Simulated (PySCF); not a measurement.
# ZrH2: one geometry, several methods

How much do the numbers for ZrH2 (triplet) hang on the method? All levels run at one geometry, the PBE0 minimum.

The runs use PySCF 2.14.0; several methods, basis Zr def2-TZVP with ECP28, H def2-TZVP, scalar-relativistic core potentials, no spin–orbit coupling, density fitting.

## 1. Where the work starts

3 atoms, charge 0, spin multiplicity 3.

Bond lengths: Zr1–H2 1.860 Å, Zr1–H3 1.860 Å. Angles: H2–Zr1–H3 118.9°.

```xyz
3
charge 0 multiplicity 3
Zr    0.0000    0.0000   -0.0207
H     1.6020    0.0000    0.9243
H    -1.6020    0.0000    0.9243
```

## 2. Real-space pictures of the lowest minimum

The plane holds Zr1 at (0.00, 0.00), H2 at (1.86, 0.00), H3 at (-0.90, 1.63) Å. Columns run from x = -2.85 to 4.05 Å, rows from y = 4.05 (top) to -1.95 Å, in steps of 0.3 Å. Electrons inside core potentials are absent.

Density (cut at 5 e/Å³):

Ten steps from '0' (0.000 e/Å³) to '9' (4.740 e/Å³), finer at the low end (step k begins (100^(k/10) - 1)/99 of the way up):
```
000000000000000000000000
000000000000000000000000
000000000000000000000000
000000000000000000000000
000000000000000000000000
000011121100000000000000
000012333210000000000000
000124554321000000000000
000135775421000000000000
000135665431101100000000
000124555543212211000000
000123457776433332100000
000012469998644554210000
000012489449755775310000
000002489449856775310000
000001369999655554210000
000001246786533332100000
000000123443222211000000
000000111221111100000000
000000001100000000000000
000000000000000000000000
```

ELF (0 where the density is under 0.005 e/Å³):

Ten even steps from '0' (0.00) to '9' (1.00):
```
000000000000000000000000
000000000000000000000000
000000000000000000000000
000008998600000000000000
000899999960000000000000
008999999983000000000000
009999999993000000000000
089999999982000000000000
089999999960000124000000
089999999610001489870000
058999985210003899997000
024676435664117999999000
001111268777428999999700
000000488007639999999800
000000488008749999999800
000000267789638999999700
000000014688427999999000
000000000233115999998000
000111000000002799980000
000122110000000257000000
000022221000000000000000
```

Highest occupied orbital at -5.10 eV (sign arbitrary; one member if degenerate):

Ten even steps from '0' (-0.64 Å^-3/2) to '9' (0.18 Å^-3/2):
```
777777777777777777777777
777777777777777777777777
777777777777777777777777
777777777777777777777777
777777777777777777777777
777777777778887777777777
777777777788888877777777
777777777788888877777777
777777667788888887777777
777777667788888887777777
777776666789988887777777
777776544589988777777777
777776520378777777777777
777776520574566677777777
788887643750256667777777
888888877520246677777777
888889999754456777777777
888899999976667777777777
888899999988777777777777
888889999988877777777777
888888999988887777777777
```

Values on the line from Zr1 (at 0) through H2 (at 1.860 Å):

| distance (Å) | density (e/Å³) | ELF | electrostatic potential (V) | spin density (e/Å³) |
| --- | --- | --- | --- | --- |
| 0.74 | 2 | 0.736 | 44.7 | 0.14 |
| 0.93 | 0.948 | 0.455 | 22.3 | 0.0792 |
| 1.12 | 0.659 | 0.503 | 12.1 | 0.0433 |
| 1.30 | 0.716 | 0.903 | 8.96 | 0.0204 |
| 1.49 | 0.988 | 0.996 | 14.5 | 0.00017 |
| 1.67 | 1.57 | 1 | 47.9 | -0.0258 |
| 1.95 | 1.88 | 1 | 124 | -0.0516 |
| 2.14 | 0.879 | 1 | 23.6 | -0.0297 |
| 2.32 | 0.413 | 1 | 6.95 | -0.0169 |
| 2.51 | 0.2 | 1 | 1.7 | -0.00953 |
| 2.70 | 0.1 | 1 | -0.181 | -0.00531 |
| 2.88 | 0.0519 | 1 | -0.835 | -0.00297 |

Making the fields ran for under 0.5 s (2 threads of Arm Neoverse V2, shared host).

## 3. PBE0

One driver script runs all steps and calls PySCF; scf.py shows the equivalent input of each level. Each SCF starts from the density of the minimum. The driver also runs the species with one electron less or more at the same geometry; their logs are not shown.

Input file scf.py:

```python
from pyscf import gto, scf, dft
mol = gto.M(atom='''
Zr     0.000000     0.000000    -0.020722
H      1.601986    -0.000000     0.924290
H     -1.601986     0.000000     0.924290''',
    basis={'Zr': 'def2-TZVP', 'H': 'def2-TZVP'},
    ecp={'Zr': 'def2-TZVP'},
    charge=0, spin=2)
mf = dft.UKS(mol, xc='PBE0')
mf.grids.atom_grid = (75, 302)
aux = {'Zr': 'def2-universal-JKFIT', 'H': 'def2-universal-JKFIT'}
mf = mf.density_fit(auxbasis=aux)
mf.conv_tol = 1e-08
mf.diis_space = 10
mf.max_cycle = 60
mf.verbose = 4
mf.kernel()
```

Launch:

```bash
OMP_NUM_THREADS=2 python axn.py task.json out
```

The log of the run:

```text
init E= -48.1001343801065
[... the frontier-level lines of each cycle are left out ...]
cycle= 1 E= -48.1001343801105  delta_E= -3.98e-12  |g|= 5.08e-06  |ddm|= 1.19e-05
Extra cycle  E= -48.1001343801107  delta_E= -2.42e-13  |g|= 5.06e-06  |ddm|= 1.04e-05
converged SCF energy = -48.1001343801107  <S^2> = 2.006703  2S+1 = 3.0044653
```

This level, with the species of one electron less or more, took 0.7 s.

| Quantity | Value |
| --- | --- |
| energy | -48.100134 Eh |
| one electron less (charge +1) | -47.840435 Eh (doublet, ⟨S²⟩ 0.75) |
| one electron more (charge -1) | -48.115864 Eh (doublet, ⟨S²⟩ 1.20) |
| Mulliken charge of Zr1 | +0.39 e |

## 4. HF

Changes to scf.py since step 3:

```diff
@@ -9,2 +9 @@
-mf = dft.UKS(mol, xc='PBE0')
-mf.grids.atom_grid = (75, 302)
+mf = scf.UHF(mol)
```

The log of the run:

```text
init E= -47.5928775575906
[... the frontier-level lines of each cycle are left out ...]
cycle= 1 E= -47.602537972153  delta_E= -0.00966  |g|= 0.0366  |ddm|= 0.19
cycle= 2 E= -47.6040580456114  delta_E= -0.00152  |g|= 0.0131  |ddm|= 0.0659
cycle= 3 E= -47.6044370372061  delta_E= -0.000379  |g|= 0.00713  |ddm|= 0.0283
cycle= 4 E= -47.6046152238201  delta_E= -0.000178  |g|= 0.00277  |ddm|= 0.0294
cycle= 5 E= -47.6046646227085  delta_E= -4.94e-05  |g|= 0.00174  |ddm|= 0.0168
cycle= 6 E= -47.604695876831  delta_E= -3.13e-05  |g|= 0.00116  |ddm|= 0.0139
cycle= 7 E= -47.6047134329137  delta_E= -1.76e-05  |g|= 0.000714  |ddm|= 0.0127
cycle= 8 E= -47.6047195545077  delta_E= -6.12e-06  |g|= 0.000441  |ddm|= 0.00714
cycle= 9 E= -47.6047224559597  delta_E= -2.9e-06  |g|= 0.000177  |ddm|= 0.00618
cycle= 10 E= -47.6047228204674  delta_E= -3.65e-07  |g|= 8.23e-05  |ddm|= 0.00213
cycle= 11 E= -47.604722874144  delta_E= -5.37e-08  |g|= 3.81e-05  |ddm|= 0.000662
cycle= 12 E= -47.6047228854353  delta_E= -1.13e-08  |g|= 1.39e-05  |ddm|= 0.000312
cycle= 13 E= -47.604722886708  delta_E= -1.27e-09  |g|= 3.81e-06  |ddm|= 0.000133
Extra cycle  E= -47.6047228867415  delta_E= -3.36e-11  |g|= 2.29e-06  |ddm|= 8.21e-06
converged SCF energy = -47.6047228867415  <S^2> = 2.0114541  2S+1 = 3.0076264
```

This level, with the species of one electron less or more, took under 0.5 s.

- energy: -47.604723 Eh
- one electron less (charge +1): -47.364389 Eh (doublet, ⟨S²⟩ 0.76)
- one electron more (charge -1): -47.598308 Eh (doublet, ⟨S²⟩ 1.55)
- Mulliken charge of Zr1: +0.58 e

## 5. PBE

Changes to scf.py since step 4:

```diff
@@ -9 +9,2 @@
-mf = scf.UHF(mol)
+mf = dft.UKS(mol, xc='PBE')
+mf.grids.atom_grid = (75, 302)
```

The log of the run:

```text
init E= -48.1168999388259
[... the frontier-level lines of each cycle are left out ...]
cycle= 1 E= -48.1177726775272  delta_E= -0.000873  |g|= 0.0255  |ddm|= 0.101
cycle= 2 E= -48.1166891075053  delta_E= 0.00108  |g|= 0.0454  |ddm|=  0.1
cycle= 3 E= -48.1182950274461  delta_E= -0.00161  |g|= 0.00196  |ddm|= 0.0654
cycle= 4 E= -48.1182982961351  delta_E= -3.27e-06  |g|= 0.000839  |ddm|= 0.00472
cycle= 5 E= -48.1182986857995  delta_E= -3.9e-07  |g|= 0.000215  |ddm|= 0.00134
cycle= 6 E= -48.1182987340204  delta_E= -4.82e-08  |g|= 5.15e-05  |ddm|= 0.0007
cycle= 7 E= -48.1182987368379  delta_E= -2.82e-09  |g|= 8.46e-06  |ddm|= 0.000131
Extra cycle  E= -48.1182987368338  delta_E= 4.15e-12  |g|= 1.11e-05  |ddm|= 3.59e-05
converged SCF energy = -48.1182987368338  <S^2> = 2.0056649  2S+1 = 3.0037742
```

This level, with the species of one electron less or more, took 1.9 s.

```
energy                        : -48.118299 Eh
one electron less (charge +1) : -47.858050 Eh (doublet, ⟨S²⟩ 0.75)
one electron more (charge -1) : -48.136382 Eh (doublet, ⟨S²⟩ 1.09)
Mulliken charge of Zr1        : +0.33 e
```

## 6. B3LYP

Changes to scf.py since step 5:

```diff
@@ -9 +9 @@
-mf = dft.UKS(mol, xc='PBE')
+mf = dft.UKS(mol, xc='B3LYP')
```

The log of the run:

```text
init E= -48.1404633362556
[... the frontier-level lines of each cycle are left out ...]
cycle= 1 E= -48.1409584903954  delta_E= -0.000495  |g|= 0.00432  |ddm|= 0.0646
cycle= 2 E= -48.1409657706753  delta_E= -7.28e-06  |g|= 0.00448  |ddm|= 0.0156
cycle= 3 E= -48.1409801516666  delta_E= -1.44e-05  |g|= 0.000707  |ddm|= 0.00722
cycle= 4 E= -48.140980836145  delta_E= -6.84e-07  |g|= 0.000321  |ddm|= 0.00154
cycle= 5 E= -48.1409810227187  delta_E= -1.87e-07  |g|= 0.000177  |ddm|= 0.000866
cycle= 6 E= -48.1409810679668  delta_E= -4.52e-08  |g|= 4.28e-05  |ddm|= 0.00044
cycle= 7 E= -48.1409810718279  delta_E= -3.86e-09  |g|= 5.98e-06  |ddm|= 0.000137
Extra cycle  E= -48.1409810719566  delta_E= -1.29e-10  |g|= 4.44e-06  |ddm|= 2.84e-05
converged SCF energy = -48.1409810719566  <S^2> = 2.0042193  2S+1 = 3.0028116
```

This level, with the species of one electron less or more, ran for 1.9 s (2 threads of Arm Neoverse V2, shared host).

| Property | Result |
| --- | --- |
| energy | -48.140981 Eh |
| one electron less (charge +1) | -47.879747 Eh (doublet, ⟨S²⟩ 0.75) |
| one electron more (charge -1) | -48.160880 Eh (doublet, ⟨S²⟩ 0.87) |
| Mulliken charge of Zr1 | +0.42 e |

## 7. r2SCAN

Changes to scf.py since step 6:

```diff
@@ -9,2 +9,2 @@
-mf = dft.UKS(mol, xc='B3LYP')
-mf.grids.atom_grid = (75, 302)
+mf = dft.UKS(mol, xc='R2SCAN')
+mf.grids.atom_grid = (90, 434)
```

The log of the run:

```text
init E= -48.1353512478184
[... the frontier-level lines of each cycle are left out ...]
cycle= 1 E= -48.1359516610969  delta_E= -0.0006  |g|= 0.00752  |ddm|= 0.0711
cycle= 2 E= -48.1359229812742  delta_E= 2.87e-05  |g|= 0.00981  |ddm|= 0.0252
cycle= 3 E= -48.1359926953889  delta_E= -6.97e-05  |g|= 0.00126  |ddm|= 0.0155
cycle= 4 E= -48.135994602411  delta_E= -1.91e-06  |g|= 0.000334  |ddm|= 0.00313
cycle= 5 E= -48.1359949419663  delta_E= -3.4e-07  |g|= 0.000222  |ddm|= 0.00213
cycle= 6 E= -48.1359950002697  delta_E= -5.83e-08  |g|= 6.6e-05  |ddm|= 0.000734
cycle= 7 E= -48.135995008405  delta_E= -8.14e-09  |g|= 1.24e-05  |ddm|= 0.00035
Extra cycle  E= -48.1359950085975  delta_E= -1.92e-10  |g|= 1.28e-05  |ddm|= 5.83e-05
converged SCF energy = -48.1359950085975  <S^2> = 2.0096702  2S+1 = 3.0064399
```

This level, with the species of one electron less or more, took 4.2 s.

```
energy                        : -48.135995 Eh
one electron less (charge +1) : -47.873055 Eh (doublet, ⟨S²⟩ 0.75)
one electron more (charge -1) : -48.151696 Eh (doublet, ⟨S²⟩ 1.35)
Mulliken charge of Zr1        : +0.42 e
```

## 8. TPSSh

Changes to scf.py since step 7:

```diff
@@ -9 +9 @@
-mf = dft.UKS(mol, xc='R2SCAN')
+mf = dft.UKS(mol, xc='TPSSH')
```

The log of the run:

```text
init E= -48.1115565689766
[... the frontier-level lines of each cycle are left out ...]
cycle= 1 E= -48.1119140423125  delta_E= -0.000357  |g|= 0.00905  |ddm|= 0.0541
cycle= 2 E= -48.1118805806067  delta_E= 3.35e-05  |g|= 0.012  |ddm|= 0.0316
cycle= 3 E= -48.1119900626324  delta_E= -0.000109  |g|= 0.000793  |ddm|= 0.0181
cycle= 4 E= -48.11199111637  delta_E= -1.05e-06  |g|= 0.000323  |ddm|= 0.00223
cycle= 5 E= -48.111991539933  delta_E= -4.24e-07  |g|= 0.00017  |ddm|= 0.00196
cycle= 6 E= -48.1119916147974  delta_E= -7.49e-08  |g|= 7.47e-05  |ddm|= 0.000703
cycle= 7 E= -48.1119916444944  delta_E= -2.97e-08  |g|= 2.27e-05  |ddm|= 0.000653
cycle= 8 E= -48.1119916483422  delta_E= -3.85e-09  |g|= 8.2e-06  |ddm|= 0.000238
Extra cycle  E= -48.1119916486223  delta_E= -2.8e-10  |g|= 6.14e-06  |ddm|= 4.46e-05
converged SCF energy = -48.1119916486223  <S^2> = 2.0045079  2S+1 = 3.0030038
```

This level, with the species of one electron less or more, took 4.5 s.

| Quantity | Value |
| --- | --- |
| energy | -48.111992 Eh |
| one electron less (charge +1) | -47.854763 Eh (doublet, ⟨S²⟩ 0.75) |
| one electron more (charge -1) | -48.128476 Eh (doublet, ⟨S²⟩ 1.19) |
| Mulliken charge of Zr1 | +0.43 e |

## 9. r2SCAN0

Changes to scf.py since step 8:

```diff
@@ -9 +9 @@
-mf = dft.UKS(mol, xc='TPSSH')
+mf = dft.UKS(mol, xc='HYB_MGGA_XC_R2SCAN0')
```

The log of the run:

```text
init E= -48.1020268045001
[... the frontier-level lines of each cycle are left out ...]
cycle= 1 E= -48.1023158565939  delta_E= -0.000289  |g|= 0.00684  |ddm|= 0.0578
cycle= 2 E= -48.1023261104072  delta_E= -1.03e-05  |g|= 0.00687  |ddm|= 0.023
cycle= 3 E= -48.1023576311026  delta_E= -3.15e-05  |g|= 0.000526  |ddm|= 0.00916
cycle= 4 E= -48.1023585459991  delta_E= -9.15e-07  |g|= 0.000286  |ddm|= 0.00272
cycle= 5 E= -48.1023587877374  delta_E= -2.42e-07  |g|= 0.000151  |ddm|= 0.00117
cycle= 6 E= -48.1023588425809  delta_E= -5.48e-08  |g|= 5.74e-05  |ddm|= 0.000545
cycle= 7 E= -48.1023588513082  delta_E= -8.73e-09  |g|= 7.95e-06  |ddm|= 0.00028
Extra cycle  E= -48.102358851628  delta_E= -3.2e-10  |g|= 4.81e-06  |ddm|= 4.16e-05
converged SCF energy = -48.102358851628  <S^2> = 2.0095726  2S+1 = 3.0063749
```

This level, with the species of one electron less or more, took 4.2 s.

- energy: -48.102359 Eh
- one electron less (charge +1): -47.839435 Eh (doublet, ⟨S²⟩ 0.76)
- one electron more (charge -1): -48.117899 Eh (doublet, ⟨S²⟩ 1.36)
- Mulliken charge of Zr1: +0.44 e

## 10. BHandHLYP

Changes to scf.py since step 9:

```diff
@@ -9,2 +9,2 @@
-mf = dft.UKS(mol, xc='HYB_MGGA_XC_R2SCAN0')
-mf.grids.atom_grid = (90, 434)
+mf = dft.UKS(mol, xc='BHANDHLYP')
+mf.grids.atom_grid = (75, 302)
```

The log of the run:

```text
init E= -48.028745638113
[... the frontier-level lines of each cycle are left out ...]
cycle= 1 E= -48.029950593873  delta_E= -0.0012  |g|= 0.0149  |ddm|= 0.0765
cycle= 2 E= -48.0301129727963  delta_E= -0.000162  |g|= 0.00963  |ddm|= 0.0404
cycle= 3 E= -48.0301825356778  delta_E= -6.96e-05  |g|= 0.00192  |ddm|= 0.0144
cycle= 4 E= -48.0301980584373  delta_E= -1.55e-05  |g|= 0.000735  |ddm|= 0.00876
cycle= 5 E= -48.0302023147615  delta_E= -4.26e-06  |g|= 0.000481  |ddm|= 0.00429
cycle= 6 E= -48.0302048878631  delta_E= -2.57e-06  |g|= 0.000313  |ddm|= 0.00391
cycle= 7 E= -48.0302062725199  delta_E= -1.38e-06  |g|= 0.000136  |ddm|= 0.00402
cycle= 8 E= -48.0302065057766  delta_E= -2.33e-07  |g|= 5.63e-05  |ddm|= 0.00175
cycle= 9 E= -48.0302065389377  delta_E= -3.32e-08  |g|= 1.05e-05  |ddm|= 0.000758
cycle= 10 E= -48.0302065396111  delta_E= -6.73e-10  |g|= 2.19e-06  |ddm|= 0.00011
Extra cycle  E= -48.0302065396255  delta_E= -1.44e-11  |g|= 1.18e-06  |ddm|= 5.58e-06
converged SCF energy = -48.0302065396255  <S^2> = 2.004907  2S+1 = 3.0032696
```

This level, with the species of one electron less or more, ran for 1.9 s (2 threads of Arm Neoverse V2, shared host).

- energy: -48.030207 Eh
- one electron less (charge +1): -47.774607 Eh (doublet, ⟨S²⟩ 0.75)
- one electron more (charge -1): -48.042892 Eh (doublet, ⟨S²⟩ 1.10)
- Mulliken charge of Zr1: +0.48 e

## 11. The ladder

| level | atomisation energy (kJ/mol) | vertical ionisation energy (eV) | vertical electron affinity (eV) | −ε(HOMO) (eV) | gap (eV) | dipole (D) | wall time |
| --- | --- | --- | --- | --- | --- | --- | --- |
| PBE0 | 567 | 7.07 | 0.43 | 5.10 | 3.06 | 2.58 | 0.7 s |
| HF | 426 | 6.54 | -0.17 | 7.28 | 7.82 | 2.55 | under 0.5 s |
| PBE | 579 | 7.08 | 0.49 | 3.88 | 0.68 | 2.37 | 1.9 s |
| B3LYP | 572 | 7.11 | 0.54 | 4.85 | 2.61 | 2.54 | 1.9 s |
| r2SCAN | 600 | 7.15 | 0.43 | 4.21 | 1.31 | 2.61 | 4.2 s |
| TPSSh | 611 | 7.00 | 0.45 | 4.51 | 1.96 | 2.53 | 4.5 s |
| r2SCAN0 | 580 | 7.15 | 0.42 | 5.30 | 3.42 | 2.77 | 4.2 s |
| BHandHLYP | 551 | 6.96 | 0.35 | 5.82 | 4.54 | 2.78 | 1.9 s |

Times are for 2 threads of Arm Neoverse V2, shared host; PBE0 starts from its own converged density, so its time is not comparable. A dash stands where a species or a free atom was not run at that level, or the quantity is not defined.

Atomisation goes to high-spin atoms in their ground configurations, run at the same level, without zero-point energy.

## 12. Results

```
                         quantity                           value
        atomisation energy, range  426 (HF) to 611 (TPSSh) kJ/mol
vertical ionisation energy, range   6.54 (HF) to 7.15 (r2SCAN) eV
vertical electron affinity, range   -0.17 (HF) to 0.54 (B3LYP) eV
               orbital gap, range      0.68 (PBE) to 7.82 (HF) eV
```

The atomisation energy spreads over 185 kJ/mol, from HF to TPSSh; without a CCSD(T) value for it there is no yardstick here. Spin contamination is strong in at least one of the open-shell species at PBE0, HF, PBE, r2SCAN, TPSSh, r2SCAN0, BHandHLYP. Without diffuse functions electron affinities tend to come out too low. This is the lowest SCF solution found for this spin; with open d or f shells other occupations or spin states may lie lower.
